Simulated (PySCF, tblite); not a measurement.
# C5H11FP2Si: geometry, infrared bands and NMR shifts

Aim: predict the infrared bands and NMR shifts of C5H11FP2Si (`C#C[C@H](CC)[Si](F)(P)P`).

Computed with tblite 0.8.0 and PySCF 2.14.0, with density-fitted response routines of our own, on a single molecule in the gas phase. Atoms are numbered from 0 throughout.

## (1) The molecule as given

20 atoms, charge 0, multiplicity 1; geometry from: force field or distance geometry start.

Bonds of the start (Å): C0–C1 1.20, C1–C2 1.48, C2–C3 1.55, C3–C4 1.52, C2–Si5 1.89, Si5–F6 1.61, Si5–P7 2.21, Si5–P8 2.22, C0–H9 1.08, C2–H10 1.10, C3–H11 1.11, C3–H12 1.08, C4–H13 1.10, C4–H14 1.09, C4–H15 1.10, P7–H16 1.41, P7–H17 1.42, P8–H18 1.42, P8–H19 1.41.

## (2) Optimising the geometry with GFN2-xTB

What the job is given:

```
{"job": {"kind": "relax", "xc": "GFN2-xTB", "basis": "xTB"}, "charge": 0, "multiplicity": 1}
C     -1.701600     0.657300     1.995200
C     -1.025800     0.551200     1.009000
C     -0.169800     0.409300    -0.192000
C     -0.807900    -0.591000    -1.190700
C     -2.128200    -0.114400    -1.765500
Si     1.625700     0.018300     0.233200
F      2.461900    -0.065500    -1.137800
P      1.843800    -1.913200     1.294500
P      2.523400     1.614000     1.491900
H     -2.329400     0.756600     2.866200
H     -0.154100     1.389300    -0.695600
H     -0.978900    -1.569600    -0.690000
H     -0.123700    -0.783500    -2.006600
H     -1.993900     0.846500    -2.285700
H     -2.501800    -0.828100    -2.503200
H     -2.897600     0.006100    -0.990300
H      3.244800    -2.015900     1.186200
H      1.568900    -2.754500     0.178400
H      1.483500     1.680300     2.459200
H      2.055600     2.717500     0.740400
```

Launch:

```
> OMP_NUM_THREADS=1 python probes_run.py task.json out
```

One launch serves the whole session: the jobs run in the order shown.

**Question.** This job is followed by: GFN2-xTB harmonic vibrations, gas phase; GIAO PBE0/pcSseg-1 NMR shielding, non-relativistic, gas phase. Predict these results of the whole session: strongest single infrared mode (GFN2-xTB); zero-point energy (GFN2-xTB); ¹³C shifts against TMS (PBE0/pcSseg-1); ¹H shifts against TMS (PBE0/pcSseg-1, means over atoms taken as alike); ²⁹Si shifts against TMS (PBE0/pcSseg-1); ¹⁹F shifts against CFCl3 (PBE0/pcSseg-1); ³¹P shifts against H3PO4 (PBE0/pcSseg-1).

As calculated:

| quantity | value |
| --- | --- |
| strongest single infrared mode (GFN2-xTB) | 2383 cm⁻¹, 147 km/mol |
| zero-point energy (GFN2-xTB) | 87.9 kcal/mol |
| ¹³C shifts against TMS (PBE0/pcSseg-1) | 88.8, 78.6, 28.4, 26.6, 16.8 ppm |
| ¹H shifts against TMS (PBE0/pcSseg-1, means over atoms taken as alike) | 2.00, 1.70, 1.58, 1.53, 1.48, 1.47, 1.31 ppm |
| ²⁹Si shifts against TMS (PBE0/pcSseg-1) | 65.8 ppm |
| ¹⁹F shifts against CFCl3 (PBE0/pcSseg-1) | -161.7 ppm |
| ³¹P shifts against H3PO4 (PBE0/pcSseg-1) | -274.8, -280.6 ppm |

What this shows: The optimisation took 226 steps and gained 0.285 eV; among the close pairs (by a distance rule), Si5–P7 changed most, from 2.215 to 2.263 Å. All 54 modes are real, so the xTB geometry is a minimum. The strongest single mode, at 2383 cm⁻¹, moves mainly H19 and H18. Unscaled tight-binding wavenumbers are off by several per cent, some by more. Its intensities can rank the bands wrongly. At PBE0/pcSseg-1: Shielding is most anisotropic at C1 (span 294 ppm, paramagnetic term -168 ppm).
